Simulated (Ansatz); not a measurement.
# CH6Si: the cost of one run

Program: Ansatz 0.2.0, Gaussian basis. Level of theory: PBE0-D4/def2-TZVP structures, single points in def2-TZVPP, no counterpoise correction. These are calculated values, not measurements.

Levels: SPW92, PBE-D4, BLYP-D4, r2SCAN-D4, B97M-V, PBE0-D4, B3LYP-D4, r2SCAN0-D4, BHLYP-D4, CAM-B3LYP-D4, wB97X-V, wB97M-V, B2PLYP, PBE-QIDH, RPA on PBE, Hartree-Fock, MP2, CCSD, CCSD(T).

Correlated methods freeze the cores. B3LYP uses VWN-RPA correlation. B2PLYP carries no dispersion term here.

94 further runs of the same task are left out: 94 set aside as unsound or not needed. Runs told in other sessions of the task aren't counted.

## Step 1: Where the work starts

The complex: 15 atoms, charge 0, spin multiplicity 1.

Atoms are counted from 1 here; the program's logs count them from 0.

Bond lengths: Si1–H4 1.494 Å, Si1–H5 1.486 Å, Si1–C6 1.870 Å, Si1–H8 1.487 Å, N2–C3 1.454 Å, N2–H7 1.012 Å, N2–H9 1.012 Å, C3–H10 1.092 Å, C3–H11 1.092 Å, C3–H12 1.098 Å, C6–H13 1.090 Å, C6–H14 1.093 Å, C6–H15 1.093 Å. Angles: H4–Si1–H5 106.7°, H4–Si1–C6 108.5°, H4–Si1–H8 106.6°, H5–Si1–C6 112.5°, H5–Si1–H8 109.7°, C6–Si1–H8 112.4°, C3–N2–H7 110.6°, C3–N2–H9 110.6°, H7–N2–H9 106.9°, N2–C3–H10 109.3°, N2–C3–H11 109.2°, N2–C3–H12 115.0°, H10–C3–H11 107.0°, H10–C3–H12 108.1°, H11–C3–H12 108.1°, Si1–C6–H13 110.1°, Si1–C6–H14 110.6°, Si1–C6–H15 110.6° and more.

As a file:

```mol
C2H11NSi
  3D, bonds by distance, orders not assigned

 15 13  0  0  0  0  0  0  0  0999 V2000
   -0.8263    1.3782    0.4575 Si  0  0
    0.8104   -1.2053   -0.5125 N   0  0
    0.9045   -0.8637   -1.9225 C   0  0
   -1.5484    2.6715    0.6556 H   0  0
   -1.5591    0.6376   -0.6025 H   0  0
   -0.7990    0.4571    2.0848 C   0  0
    1.7308   -1.2470   -0.0935 H   0  0
    0.5380    1.7221   -0.0227 H   0  0
    0.3917   -2.1191   -0.3940 H   0  0
   -0.0993   -0.8160   -2.3495 H   0  0
    1.3412    0.1321   -2.0233 H   0  0
    1.4998   -1.5596   -2.5293 H   0  0
   -0.2784   -0.4936    1.9679 H   0  0
   -0.2898    1.0454    2.8518 H   0  0
   -1.8159    0.2604    2.4324 H   0  0
  1  4  8  0
  1  5  8  0
  1  6  8  0
  1  8  8  0
  2  3  8  0
  2  7  8  0
  2  9  8  0
  3 10  8  0
  3 11  8  0
  3 12  8  0
  6 13  8  0
  6 14  8  0
  6 15  8  0
M  END
```

Its parts: CH6Si holds atoms 1, 4, 5, 6, 8, 13, 14, 15; CH5N holds atoms 2, 3, 7, 9, 10, 11, 12. Each part counts its atoms afresh in its own runs.

## Step 2: Relaxing CH6Si alone

The input, relax-a/in.yaml:

```yaml
crystal:
  periodic: [false, false, false]
  atoms:
    - {symbol: Si, position_ang: [-0.826342, 1.378180, 0.457459]}
    - {symbol: H, position_ang: [-1.548398, 2.671463, 0.655577]}
    - {symbol: H, position_ang: [-1.559125, 0.637642, -0.602453]}
    - {symbol: C, position_ang: [-0.799018, 0.457126, 2.084802]}
    - {symbol: H, position_ang: [0.537973, 1.722064, -0.022699]}
    - {symbol: H, position_ang: [-0.278443, -0.493646, 1.967900]}
    - {symbol: H, position_ang: [-0.289840, 1.045354, 2.851828]}
    - {symbol: H, position_ang: [-1.815924, 0.260428, 2.432382]}
basis:
  gaussian: {orbitals: def2-TZVP}
hamiltonian: {xc: pbe0, dispersion: d4}
relax: {f_tol: 0.005, max_steps: 200}
```

Command:

```bash
$ ansatz run in.yaml --threads 8 --pin off --events-out ev --progress --plain --max-ram 19148MiB
```

**Question.** How long does this run take on 8 threads of Intel Xeon 6975P-C, shared host?

About 1.1 s.
